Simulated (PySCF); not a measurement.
# C8H8O2S: excited states, first hyperpolarisability

What do calculations give for the excited states, first hyperpolarisability of C8H8O2S (`CSc1ccccc1C(=O)O`)?

Programs: PySCF 2.14.0, with routines of our own; each step states its level. All values are computed. Atoms count from 0.

## 1. The starting structure

19 atoms, charge 0, multiplicity 1; geometry from: GFN2-xTB.

## 2. Optimising the geometry at PBE0-D3(BJ)/def2-SVP

Job settings and geometry (Å):

```
{"job": {"xc": "PBE0", "basis": "def2-SVP", "d3": "d3bj", "grid": 2, "kind": "geom"}, "charge": 0, "multiplicity": 1}
C      2.790880    -0.676805    -0.004320
S      1.735173    -0.448375    -1.468326
C      0.120706    -0.429132    -0.713623
C     -0.691705    -1.526782    -0.968599
C     -1.958735    -1.614735    -0.424235
C     -2.432164    -0.594653     0.386668
C     -1.647302     0.516249     0.619236
C     -0.369454     0.625169     0.067046
C      0.395472     1.872591     0.282473
O      1.579512     2.024478     0.113840
O     -0.385456     2.888226     0.693550
H      2.808524     0.237771     0.578374
H      3.780580    -0.898501    -0.389301
H      2.415839    -1.514946     0.575204
H     -0.306622    -2.317139    -1.594465
H     -2.571516    -2.480967    -0.624154
H     -3.414415    -0.662321     0.828896
H     -2.013965     1.322498     1.234959
H      0.154845     3.686625     0.799315
```

Run with:

```console
OMP_NUM_THREADS=1 python excited_run.py task.json out
```

The driver reads the jobs from task.json and runs them one after another.

Output:

```text
step   0  E = -857.22142946  max force = 0.015216
step   1  E = -857.22359701  max force = 0.002799
step   2  E = -857.22307745  max force = 0.005874
step   3  E = -857.22363839  max force = 0.003113
step   4  E = -857.22379509  max force = 0.001083
step   5  E = -857.22385590  max force = 0.001196
step   6  E = -857.22387268  max force = 0.001169
step   7  E = -857.22389261  max force = 0.000518
step   8  E = -857.22389868  max force = 0.000252
optimisation converged
```

It took 4.6 min on 1 thread of Intel Xeon Platinum 8488C, shared host; peak memory 0.94 GiB.

Along the way: (the energy doesn't fall at every step)

| step | energy from step 0 (eV) | largest force component (eV/Å) |
| --- | --- | --- |
| 0 | 0.0000 | 0.7824 |
| 1 | -0.0590 | 0.1439 |
| 2 | -0.0448 | 0.3021 |
| 3 | -0.0601 | 0.1601 |
| 4 | -0.0644 | 0.0557 |
| 5 | -0.0660 | 0.0615 |
| 6 | -0.0665 | 0.0601 |
| 7 | -0.0670 | 0.0266 |
| 8 | -0.0672 | 0.0130 |

Distances of close pairs at the start and the end, largest changes first:

| bond | before (Å) | after (Å) | change (Å) |
| --- | --- | --- | --- |
| C2–C7 | 1.400 | 1.415 | +0.015 |
| C0–H12 | 1.085 | 1.099 | +0.015 |
| C0–H13 | 1.086 | 1.099 | +0.013 |
| C4–H15 | 1.080 | 1.093 | +0.013 |
| C5–H16 | 1.079 | 1.092 | +0.013 |
| C3–H14 | 1.079 | 1.092 | +0.013 |
| C0–H11 | 1.085 | 1.097 | +0.012 |
| C2–C3 | 1.389 | 1.401 | +0.012 |

The next job starts from the end point, and lists it.

| at the end point | value |
| --- | --- |
| point group (found at 0.08 Å tolerance) | C1 |
| rotational constants (GHz, main isotopes) | 1.173, 1.007, 0.580 |
| dipole moment (D) | 2.42 |

## 3. Excited states: TDA wB97X-D/aug-cc-pVDZ

Job settings and geometry (Å):

```
{"job": {"kind": "states", "xc": "wB97X-D", "basis": "aug-cc-pVDZ", "tda": true, "soc": true, "nstates": 6, "ntriplets": 5, "nquad": 4}, "charge": 0, "multiplicity": 1}
C      2.857152    -0.662085    -0.134572
S      1.701113    -0.452271    -1.508988
C      0.120156    -0.426969    -0.695308
C     -0.716929    -1.515818    -0.972967
C     -2.008047    -1.594680    -0.460290
C     -2.493609    -0.573771     0.352657
C     -1.686034     0.523551     0.623799
C     -0.384231     0.622438     0.109390
C      0.394516     1.856448     0.405158
O      1.578393     2.013310     0.243849
O     -0.377198     2.841608     0.895597
H      2.894145     0.246876     0.478006
H      3.838369    -0.834622    -0.599502
H      2.589477    -1.541365     0.467800
H     -0.321667    -2.316327    -1.601476
H     -2.631014    -2.462127    -0.691432
H     -3.501486    -0.626679     0.769935
H     -2.061259     1.338195     1.243433
H      0.222561     3.583605     1.063910
```

With the program's defaults for keys left out, this is: TDA wB97X-D/aug-cc-pVDZ excited states, vertical, gas phase, spin-orbit mean-field couplings.

Output:

```text
coarse grid: 17448 points
cycle   1  E = -858.0084870604  dE =  2.389e+00  |g| = 9.609e-01  |ddm| = 4.074e+01
cycle   2  E = -857.8875448892  dE =  1.209e-01  |g| = 1.323e+00  |ddm| = 9.335e+00
cycle   3  E = -858.1977765525  dE = -3.102e-01  |g| = 1.619e-01  |ddm| = 5.010e+00
cycle   4  E = -858.2019949278  dE = -4.218e-03  |g| = 7.656e-02  |ddm| = 7.262e-01
cycle   5  E = -858.2030947361  dE = -1.100e-03  |g| = 1.386e-02  |ddm| = 3.643e-01
cycle   6  E = -858.2031432407  dE = -4.850e-05  |g| = 5.332e-03  |ddm| = 1.407e-01
cycle   7  E = -858.2031512270  dE = -7.986e-06  |g| = 1.912e-03  |ddm| = 4.923e-02
final grid: 166808 points
cycle   8  E = -858.2176104211  dE = -1.566e-04  |g| = 5.661e-03  |ddm| = 1.848e+00
cycle   9  E = -858.2176144339  dE = -4.013e-06  |g| = 4.928e-03  |ddm| = 2.021e-01
cycle  10  E = -858.2176201356  dE = -5.702e-06  |g| = 6.728e-04  |ddm| = 3.726e-02
cycle  11  E = -858.2176202552  dE = -1.196e-07  |g| = 4.871e-04  |ddm| = 1.999e-02
cycle  12  E = -858.2176203218  dE = -6.661e-08  |g| = 9.001e-05  |ddm| = 3.998e-03
cycle  13  E = -858.2176203251  dE = -3.256e-09  |g| = 4.591e-05  |ddm| = 8.956e-04
cycle  14  E = -858.2176203259  dE = -8.595e-10  |g| = 1.884e-05  |ddm| = 4.834e-04
converged SCF energy = -858.2176203259

Singlet excitations
state   eV       nm        f     d(h-e)  d(exc)  Lambda  PR(NTO)  |dmu|/D   mu/D   main configurations
  1   4.0348   307.3   0.03556   1.955   3.497   0.413   1.044    5.526    3.619   H->L 0.91
  2   4.9216   251.9   0.00379   1.353   3.383   0.468   1.644    3.874    1.857   H->L+2 0.61, H-1->L 0.17
  3   5.1339   241.5   0.03179   0.855   2.940   0.507   1.480    2.257    1.971   H-3->L 0.48, H-1->L 0.19
  4   5.3513   231.7   0.01996   1.315   3.362   0.518   1.749    3.636    1.814   H-1->L 0.33, H-3->L 0.28, H->L+2 0.18
  5   5.7719   214.8   0.14483   0.384   3.073   0.692   1.567                     H-2->L 0.61, H-1->L+2 0.17
  6   5.9005   210.1   0.00340   0.896   3.597   0.249   1.033                     H->L+4 0.31, H->L+5 0.18, H->L+13 0.12

Triplet excitations (Tamm-Dancoff)
state   eV     d(h-e)  d(exc)  Lambda  PR(NTO)   main configurations
  1   3.5985   0.985   3.172   0.471   1.125   H->L 0.67, H-2->L 0.11
  2   4.0137   0.545   2.910   0.650   1.341   H-2->L 0.58, H->L 0.19, H-1->L+2 0.09
  3   4.3993   0.495   2.997   0.599   1.252   H-1->L 0.78
  4   4.4405   0.605   3.046   0.564   1.658   H->L+2 0.40, H-1->L+2 0.26, H-2->L 0.19
  5   4.8267   0.995   2.769   0.463   1.496   H-3->L 0.66, H-1->L+2 0.09
S1 - T1 = 0.4362 eV

Spin-orbit couplings |<S|Hso|T>| (cm-1)
             T1       T2       T3       T4       T5
S0       28.892   16.188   28.931   21.318   44.808
S1       16.191    8.765   27.166    1.388    9.073
S2       14.407    4.136    4.479   10.029    2.117
S3       10.077    3.669    3.369   12.863    5.701
S4       22.668   22.148    7.077   10.638    5.492
S5       29.901   13.376   19.828    5.785    2.800
S6        8.489    3.093    3.071    3.255    0.865
T1 sublevels (cm-1): 0.000 0.016 0.055   radiative rates (1/s): 88.2 4.34 897
```

Wall time 2.5 min (1 thread of Intel Xeon Platinum 8488C, shared host); peak memory 1.5 GiB.

From this job:

| quantity | value |
| --- | --- |
| S1 less T1 | 0.44 eV |

## 4. Excited states: TDDFT CAM-B3LYP/aug-cc-pVDZ

Settings changed since step 3:

```diff
@@ -1,2 +1,2 @@
-{"job": {"kind": "states", "xc": "wB97X-D", "basis": "aug-cc-pVDZ", "tda": true, "soc": true, "nstates": 6, "ntriplets": 5, "nquad": 4}, "charge": 0, "multiplicity": 1}
+{"job": {"kind": "states", "xc": "CAM-B3LYP", "basis": "aug-cc-pVDZ", "tpa": true, "nstates": 8, "nquad": 6, "ntriplets": 0}, "charge": 0, "multiplicity": 1}
 C      2.857152    -0.662085    -0.134572
```

With the program's defaults for keys left out, this is: TDDFT CAM-B3LYP/aug-cc-pVDZ excited states, vertical, gas phase, two-photon moments by quadratic response.

Output:

```text
coarse grid: 17448 points
cycle   1  E = -857.9464472245  dE =  2.306e+00  |g| = 9.533e-01  |ddm| = 5.174e+01
cycle   2  E = -857.7589958509  dE =  1.875e-01  |g| = 1.435e+00  |ddm| = 1.065e+01
cycle   3  E = -858.1276477850  dE = -3.687e-01  |g| = 1.908e-01  |ddm| = 6.404e+00
cycle   4  E = -858.1335643037  dE = -5.917e-03  |g| = 8.330e-02  |ddm| = 9.315e-01
cycle   5  E = -858.1348178106  dE = -1.254e-03  |g| = 1.555e-02  |ddm| = 3.112e-01
cycle   6  E = -858.1348733740  dE = -5.556e-05  |g| = 5.778e-03  |ddm| = 1.740e-01
cycle   7  E = -858.1348817493  dE = -8.375e-06  |g| = 2.079e-03  |ddm| = 5.500e-02
final grid: 166808 points
cycle   8  E = -858.1617666987  dE = -2.574e-05  |g| = 4.244e-03  |ddm| = 9.392e-01
cycle   9  E = -858.1617646909  dE =  2.008e-06  |g| = 5.231e-03  |ddm| = 8.747e-02
cycle  10  E = -858.1617716403  dE = -6.949e-06  |g| = 7.430e-04  |ddm| = 4.346e-02
cycle  11  E = -858.1617717616  dE = -1.212e-07  |g| = 2.364e-04  |ddm| = 5.352e-03
cycle  12  E = -858.1617717736  dE = -1.205e-08  |g| = 1.066e-04  |ddm| = 2.403e-03
cycle  13  E = -858.1617717762  dE = -2.612e-09  |g| = 3.837e-05  |ddm| = 7.856e-04
cycle  14  E = -858.1617717766  dE = -3.870e-10  |g| = 1.107e-05  |ddm| = 2.255e-04
converged SCF energy = -858.1617717766

Singlet excitations
state   eV       nm        f     d(h-e)  d(exc)  Lambda  PR(NTO)  |dmu|/D   mu/D   delta(TPA)   sigma/GM   main configurations
  1   3.9845   311.2   0.03048   1.933   3.518   0.414   1.057    5.475    3.598      141.04      0.820   H->L 0.92
  2   4.8593   255.1   0.00378   1.237   3.375   0.485   1.733    3.663    1.678       61.89      0.535   H->L+2 0.61, H-1->L 0.21
  3   5.0875   243.7   0.03943   0.782   3.037   0.516   1.684    2.051    1.529        3.14      0.030   H-3->L 0.38, H-1->L 0.27, H->L+2 0.12
  4   5.2892   234.4   0.01545   1.240   3.318   0.515   1.635    3.347    1.596       24.83      0.255   H-3->L 0.34, H-1->L 0.31, H->L+2 0.15
  5   5.5552   223.2   0.13191   0.306   3.076   0.683   1.604    0.973    2.914       53.07      0.600   H-2->L 0.66, H-1->L+2 0.13, H-3->L 0.09
  6   5.7401   216.0   0.00455   1.457   4.011   0.235   1.032    6.778    8.016      123.12      1.486   H->L+4 0.54, H->L+1 0.12, H->L+5 0.09
  7   5.8340   212.5   0.01379   1.577   4.300   0.223   1.067                                            H->L+1 0.37, H->L+6 0.15, H->L+5 0.12
  8   6.2462   198.5   0.00712   1.518   5.135   0.200   1.108                                            H->L+1 0.30, H->L+6 0.20, H->L+3 0.11
```

Run time: 2.7 min. Hardware: 1 thread of Intel Xeon Platinum 8488C, shared host; peak memory 1.6 GiB.

## 5. First hyperpolarisability: quadratic response CAM-B3LYP/aug-cc-pVDZ

Settings changed since step 4:

```diff
@@ -1,2 +1,2 @@
-{"job": {"kind": "states", "xc": "CAM-B3LYP", "basis": "aug-cc-pVDZ", "tpa": true, "nstates": 8, "nquad": 6, "ntriplets": 0}, "charge": 0, "multiplicity": 1}
+{"job": {"kind": "beta", "xc": "CAM-B3LYP", "basis": "aug-cc-pVDZ"}, "charge": 0, "multiplicity": 1}
 C      2.857152    -0.662085    -0.134572
```

Level: quadratic response CAM-B3LYP/aug-cc-pVDZ first hyperpolarisability, Taylor convention, gas phase.

Output:

```text
coarse grid: 17448 points
cycle   1  E = -857.9464472245  dE =  2.306e+00  |g| = 9.533e-01  |ddm| = 5.174e+01
cycle   2  E = -857.7589958509  dE =  1.875e-01  |g| = 1.435e+00  |ddm| = 1.065e+01
cycle   3  E = -858.1276477850  dE = -3.687e-01  |g| = 1.908e-01  |ddm| = 6.404e+00
cycle   4  E = -858.1335643037  dE = -5.917e-03  |g| = 8.330e-02  |ddm| = 9.315e-01
cycle   5  E = -858.1348178106  dE = -1.254e-03  |g| = 1.555e-02  |ddm| = 3.112e-01
cycle   6  E = -858.1348733740  dE = -5.556e-05  |g| = 5.778e-03  |ddm| = 1.740e-01
cycle   7  E = -858.1348817493  dE = -8.375e-06  |g| = 2.079e-03  |ddm| = 5.500e-02
final grid: 166808 points
cycle   8  E = -858.1617666987  dE = -2.574e-05  |g| = 4.244e-03  |ddm| = 9.392e-01
cycle   9  E = -858.1617646909  dE =  2.008e-06  |g| = 5.231e-03  |ddm| = 8.748e-02
cycle  10  E = -858.1617716403  dE = -6.949e-06  |g| = 7.430e-04  |ddm| = 4.346e-02
cycle  11  E = -858.1617717616  dE = -1.212e-07  |g| = 2.364e-04  |ddm| = 5.352e-03
cycle  12  E = -858.1617717736  dE = -1.205e-08  |g| = 1.066e-04  |ddm| = 2.403e-03
cycle  13  E = -858.1617717762  dE = -2.618e-09  |g| = 3.837e-05  |ddm| = 7.856e-04
cycle  14  E = -858.1617717766  dE = -3.779e-10  |g| = 1.107e-05  |ddm| = 2.255e-04
converged SCF energy = -858.1617717766

Lowest singlets (eV, f): 3.9845 0.0305  4.8593 0.0038  5.0875 0.0394

First hyperpolarisability (au)
process     nm      |vector|   parallel      HRS      DR
static         -       91.65      -5.41      77.16   1.911
shg       1907.0      111.99     -11.68      84.58   2.038
eope      1907.0       97.88      -7.27          -       -
shg       1064.0      182.94     -36.85     109.61   2.494
eope      1064.0      113.63      -12.2          -       -
```

It took 2.2 min on 1 thread of Intel Xeon Platinum 8488C, shared host; peak memory 1.5 GiB.

## 6. What came out

| quantity | value |
| --- | --- |
| point group | C1 |
| rotational constants (main isotopes) | 1.17, 1.01, 0.58 GHz |
| S1 less T1 (step 3, TDA wB97X-D/aug-cc-pVDZ) | 0.44 eV |
| β vector (step 5, quadratic response CAM-B3LYP/aug-cc-pVDZ) | static 92, SHG 1907.0 nm 112, SHG 1064.0 nm 183 au |

What this shows: The optimisation took 8 steps and gained 0.067 eV; among the close pairs (by a distance rule), C2–C7 changed most, from 1.400 to 1.415 Å. In step 3, the number of triplets below S1 is 2, and the largest singlet-triplet spin-orbit coupling is S0–T5, 44.81 cm⁻¹. β grows from 92 au (static) to 183 au for doubling at 1064.0 nm: normal dispersion, which grows as twice the photon energy moves toward the bright states.
